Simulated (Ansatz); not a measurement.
# MoW14: the cost of one run

All numbers below are computed with Ansatz 0.2.0 (DFT PBE, plane waves, PAW, scalar-relativistic, no spin polarisation).

## 1. The starting structure

The cell holds 15 atoms (MoW14): a = 6.320 Å, b = 6.320 Å, c = 6.320 Å, α = 90.00°, β = 90.00°, γ = 90.00°.

As a file:

```xyz
15
Lattice="6.3200 0.0000 0.0000 0.0000 6.3200 0.0000 0.0000 0.0000 6.3200" Properties=species:S:1:pos:R:3 pbc="T T T"
W    -0.0090   -0.0269    0.0062
W     3.1893   -0.0403    0.0127
W    -0.0080    3.1473    0.0376
W     0.0589   -0.0322    3.1482
Mo    1.5751    1.5718    1.5833
W     3.1945    3.1894   -0.0044
W     3.1622    0.0247    3.0931
W     4.7559    1.5600    1.5865
W    -0.0549    3.1718    3.1676
W     1.5354    4.7738    1.5798
W     1.5585    1.5491    4.7455
W     4.7423    4.7416    1.5704
W     4.7208    1.5748    4.7117
W     1.5481    4.7617    4.6788
W     4.7058    4.7415    4.7883
```

## 2. Relaxing end A

Input file input.yaml:

```yaml
crystal:
  lattice:
    - [6.32, 0.0, 0.0]
    - [0.0, 6.32, 0.0]
    - [0.0, 0.0, 6.32]
  atoms:
    - { symbol: W, position: [-0.0014179, -0.0042604, 0.0009848] }
    - { symbol: W, position: [0.5046291, -0.0063757, 0.002007] }
    - { symbol: W, position: [-0.0012616, 0.4979899, 0.0059447] }
    - { symbol: W, position: [0.0093256, -0.0050874, 0.4981279] }
    - { symbol: Mo, position: [0.2492217, 0.2487019, 0.2505241] }
    - { symbol: W, position: [0.5054658, 0.5046525, -0.000696] }
    - { symbol: W, position: [0.5003463, 0.0039058, 0.4894093] }
    - { symbol: W, position: [0.752516, 0.2468281, 0.251027] }
    - { symbol: W, position: [-0.0086894, 0.5018671, 0.5011963] }
    - { symbol: W, position: [0.2429411, 0.7553488, 0.2499622] }
    - { symbol: W, position: [0.2465923, 0.2451113, 0.7508731] }
    - { symbol: W, position: [0.7503652, 0.7502573, 0.2484862] }
    - { symbol: W, position: [0.7469622, 0.2491821, 0.7455283] }
    - { symbol: W, position: [0.2449489, 0.7534262, 0.7403218] }
    - { symbol: W, position: [0.744585, 0.7502434, 0.7576423] }
basis:
  ecutwfc: 420.0
kpoints:
  mp_grid: { grid: [3, 3, 3] }
hamiltonian:
  xc: pbe
  pseudopotentials: { kind: paw, azcp: { folder: soft_1 } }
scf:
  occupations: { method: gaussian, width: 0.1 }
  lower_state_search: "off"
relax:
  f_tol: 0.03
  max_steps: 60
  adjacent_minimum: "off"
```

Started as:

```sh
$ ansatz run input.yaml --threads 4 --pin off --max-ram 10240MiB --backend cpu --events-out ev --progress --plain --runs-dir out
```

What time and memory should one allow on 4 threads of Arm Neoverse V2, shared host?

About 39 s, with a peak of 1 GiB.
